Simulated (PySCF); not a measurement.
# EuCl3(NH3): other functionals and bases at one geometry

How far do other levels of theory move the description of EuCl3(NH3), and what does each cost? It is a constructed species; whether it can be made isn't addressed.

Computed with PySCF 2.14.0. Level: several levels, as the steps say, no spin–orbit coupling.

1 further run of the same task is left out (for a known fault of the program).

## Step 1: Starting geometry

8 atoms, charge 0, spin multiplicity 1.

Bond lengths: Eu1–Cl2 2.529 Å, Eu1–Cl3 2.529 Å, Eu1–Cl4 2.529 Å, Eu1–N5 2.504 Å, N5–H6 1.023 Å, N5–H7 1.023 Å, N5–H8 1.023 Å. Angles: Cl2–Eu1–Cl3 119.4°, Cl2–Eu1–Cl4 119.4°, Cl2–Eu1–N5 94.4°, Cl3–Eu1–Cl4 119.4°, Cl3–Eu1–N5 94.4°, Cl4–Eu1–N5 94.4°, Eu1–N5–H6 112.3°, Eu1–N5–H7 112.3°, Eu1–N5–H8 112.3°, H6–N5–H7 106.5°, H6–N5–H8 106.5°, H7–N5–H8 106.5°.

Coordinates:

```xyz
8
Cl3EuH3N
Eu    0.0336   -0.0336    0.0336
Cl    1.1761    1.9123    1.1761
Cl   -1.9123   -1.1761    1.1761
Cl    1.1761   -1.1761   -1.9123
N    -1.4120    1.4120   -1.4120
H    -2.0220    2.0220   -0.8630
H    -0.8630    2.0220   -2.0220
H    -2.0220    0.8630   -2.0220
```

Formal oxidation states: Eu +3. Each metal's 6 4f electrons lie in its core potential, so multiplicities, spins and levels count the valence alone. An earlier session relaxed this geometry at PBE0, Eu lcecp-1-SVP with ECP52, Cl def2-SVP, N def2-SVP, H def2-SVP (singlet, point group C3v).

At PBE0 on the finer grid: E = -1471.791035 Eh, HOMO -8.40 eV, LUMO -1.13 eV, Mulliken charge on Eu1 +0.83 e, largest force component 0.004 eV/Å. 

Levels to run: revPBE; wB97X; PBE0, TZVP. Hardware: 2 threads of Arm Neoverse V1, shared host.

## Step 2: revPBE

run.py (the lines that set the calculation)

```python
mol = gto.M(atom='''
Eu     0.03365    -0.03365     0.03365
Cl     1.17609     1.91229     1.17609
Cl    -1.91229    -1.17609     1.17609
Cl     1.17609    -1.17609    -1.91229
N     -1.41200     1.41200    -1.41200
H     -2.02200     2.02200    -0.86304
H     -0.86304     2.02200    -2.02200
H     -2.02200     0.86304    -2.02200''',
    basis={'Eu': 'lcecp-1-SVP', 'Cl': 'def2-SVP', 'N': 'def2-SVP', 'H': 'def2-SVP'},
    ecp={'Eu': 'lcecp-1-SVP'},
    charge=0, spin=0)
mf = dft.RKS(mol, xc='PBE_R,PBE')
mf.grids.atom_grid = (75, 302)  # f atoms: unpruned, at least (60, 302)
mf = mf.density_fit()  # fitting sets: Eu AutoAux, Cl def2-universal-JKFIT, N def2-universal-JKFIT, H def2-universal-JKFIT
mf.conv_tol = 1e-08; mf.max_cycle = 55
mf.kernel(dm0)  # dm0: the density of the relaxed state
```

Command:

```sh
OMP_NUM_THREADS=2 python run.py
```

## Step 3: wB97X

run.py (the lines that set the calculation): that of step 2 with these lines changed.

```diff
@@ -12,3 +12,3 @@
     charge=0, spin=0)
-mf = dft.RKS(mol, xc='PBE_R,PBE')
+mf = dft.RKS(mol, xc='WB97X')
 mf.grids.atom_grid = (75, 302)  # f atoms: unpruned, at least (60, 302)
```

## Step 4: PBE0, TZVP

Basis: Eu lcecp-1-TZVP with ECP52, Cl def2-TZVP, N def2-TZVP, H def2-TZVP. 

run.py (the lines that set the calculation): that of step 3 with these lines changed.

```diff
@@ -9,6 +9,6 @@
 H     -2.02200     0.86304    -2.02200''',
-    basis={'Eu': 'lcecp-1-SVP', 'Cl': 'def2-SVP', 'N': 'def2-SVP', 'H': 'def2-SVP'},
-    ecp={'Eu': 'lcecp-1-SVP'},
+    basis={'Eu': 'lcecp-1-TZVP', 'Cl': 'def2-TZVP', 'N': 'def2-TZVP', 'H': 'def2-TZVP'},
+    ecp={'Eu': 'lcecp-1-TZVP'},
     charge=0, spin=0)
-mf = dft.RKS(mol, xc='WB97X')
+mf = dft.RKS(mol, xc='PBE0')
 mf.grids.atom_grid = (75, 302)  # f atoms: unpruned, at least (60, 302)
@@ -16,2 +16,2 @@
 mf.conv_tol = 1e-08; mf.max_cycle = 55
-mf.kernel(dm0)  # dm0: the density of the relaxed state
+mf.kernel(dm0)  # dm0: free metal ions and neutral atoms
```

**Question.** What will these runs give? Wanted: for each run, HOMO; gap; charge on Eu1; dipole; largest force.

The runs gave:

| level | state | HOMO (eV) | gap (eV) | charge on Eu1 (e) | dipole (D) | largest force (eV/Å) | basis functions | time |
| --- | --- | --- | --- | --- | --- | --- | --- | --- |
| PBE0 (relaxed here) | singlet | -8.40 | 7.27 | 0.83 | 5.24 | 0.00 | 116 | 21 s |
| revPBE | singlet | -6.95 | 5.25 | 0.70 | 5.18 | 0.23 | 116 | 7.7 s |
| wB97X | singlet | -10.77 | 11.35 | 0.84 | 5.24 | 0.08 | 116 | 10 s |
| PBE0, TZVP | singlet | -8.54 | 7.27 | 1.36 | 5.15 | 0.22 | 207 | 20 s |

Times are on 2 threads of Arm Neoverse V1, shared host; the first row also made further properties.

In one basis the HOMO–LUMO gap runs from 5.25 eV (revPBE) to 11.35 eV (wB97X). The largest leftover force, 0.23 eV/Å with revPBE, stands at a geometry relaxed at another level. The Mulliken charge on Eu spans +0.70 to +1.36 e over the levels. With 4f in the core, its levels are missing from HOMO and gap. Total energies of different levels can't be compared. Spin–orbit coupling is left out throughout.
